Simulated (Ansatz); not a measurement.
# C2H8AlNO: one species, many methods

One table from this session's results is given with a row withheld; the runs are named, their logs left out.

Method: functionals in def2-TZVPP, the program's frozen cores in correlated methods; program: Ansatz 0.2.0, Gaussian basis.

Plan: PBE-D4, r2SCAN-D4, PBE0-D4, B3LYP-D4, ωB97X-V, ωB97M-V, B2PLYP; CCSD(T)/def2-TZVPP; MP2/def2-QZVPP; extrapolation to the limit.

### Structure used throughout

An earlier PBE0-D4 in a triple-zeta def2 set relaxation fixed the geometry.

13 atoms, charge 0, spin multiplicity 1.

Atoms are counted from 1 here; the program's logs count them from 0.

Bond lengths: N1–C2 1.467 Å, N1–H6 1.013 Å, N1–H7 1.012 Å, C2–Al3 1.966 Å, C2–H8 1.103 Å, C2–H9 1.097 Å, Al3–C4 1.948 Å, Al3–O5 1.962 Å, Al3–H10 1.593 Å, C4–O5 1.519 Å, C4–H11 1.089 Å, C4–H12 1.087 Å, O5–H13 0.961 Å. Angles: C2–N1–H6 111.8°, C2–N1–H7 111.1°, H6–N1–H7 106.7°, N1–C2–Al3 109.4°, N1–C2–H8 114.3°, N1–C2–H9 108.5°, Al3–C2–H8 112.3°, Al3–C2–H9 106.3°, H8–C2–H9 105.5°, C2–Al3–C4 122.7°, C2–Al3–O5 112.7°, C2–Al3–H10 121.3°, C4–Al3–O5 45.7°, C4–Al3–H10 115.9°, O5–Al3–H10 108.9°, Al3–C4–O5 67.6°, Al3–C4–H11 121.1°, Al3–C4–H12 126.8° and more.

The first run:

in.yaml

```yaml
crystal:
  periodic: [false, false, false]
  atoms:
    - {symbol: N, position_ang: [-0.676221, 2.165614, 0.692064]}
    - {symbol: C, position_ang: [-1.124619, 0.799669, 0.400642]}
    - {symbol: Al, position_ang: [0.422198, -0.413236, 0.414583]}
    - {symbol: C, position_ang: [0.544933, -1.976578, -0.740833]}
    - {symbol: O, position_ang: [1.146814, -0.736982, -1.379422]}
    - {symbol: H, position_ang: [-1.453421, 2.813403, 0.746053]}
    - {symbol: H, position_ang: [-0.197830, 2.209969, 1.582452]}
    - {symbol: H, position_ang: [-1.942074, 0.441596, 1.048600]}
    - {symbol: H, position_ang: [-1.526468, 0.775598, -0.620146]}
    - {symbol: H, position_ang: [1.632733, -0.200413, 1.428585]}
    - {symbol: H, position_ang: [1.324051, -2.723297, -0.596307]}
    - {symbol: H, position_ang: [-0.217704, -2.342929, -1.423730]}
    - {symbol: H, position_ang: [2.088006, -0.847114, -1.537642]}
basis:
  gaussian: {orbitals: def2-TZVPP}
hamiltonian: {xc: pbe, dispersion: d4}
output: {forces: true, orbitals: {seedname: orbitals}}
```

Run with:

```console
$ ansatz run in.yaml --threads 4 --pin off --events-out ev --progress --plain --max-ram 10444MiB
```

Among the steps run: PBE-D4 (GGA); r2SCAN-D4 (meta-GGA); PBE0-D4 (hybrid); B3LYP-D4 (hybrid); ωB97X-V (range-separated); ωB97M-V (range-separated); B2PLYP (double hybrid); CCSD(T) in def2-TZVPP; MP2 in def2-QZVPP.

One table of the session follows, with a row left open; its other results are not shown here.

It belongs to the step «Atomisation energies». 

```
            method  atomisation energy (kJ/mol)
            PBE-D4                       4590.8
         r2SCAN-D4                       4509.9
           PBE0-D4                       4503.0
          B3LYP-D4                       4512.1
           ωB97X-V                       4526.9
           ωB97M-V                       4531.2
            B2PLYP                       4458.9
     HF/def2-TZVPP                       3171.5
    MP2/def2-TZVPP                       4442.9
   CCSD/def2-TZVPP                       4324.0
CCSD(T)/def2-TZVPP                       4389.4
           MP2/CBS                            ?
       CCSD(T)/CBS                       4517.0
```

Estimate the missing values for MP2/CBS.

**Answer.** atomisation energy (kJ/mol): 4570.6. In the column «atomisation energy (kJ/mol)» it lies between ωB97M-V (4531.2) and PBE-D4 (4590.8).

Caveats from the session: Free atoms (1 N, 2 C, 1 Al, 1 O, 8 H) were run apart at each level; the atomisation energy is their sum less the molecule, without zero-point or spin-orbit terms.
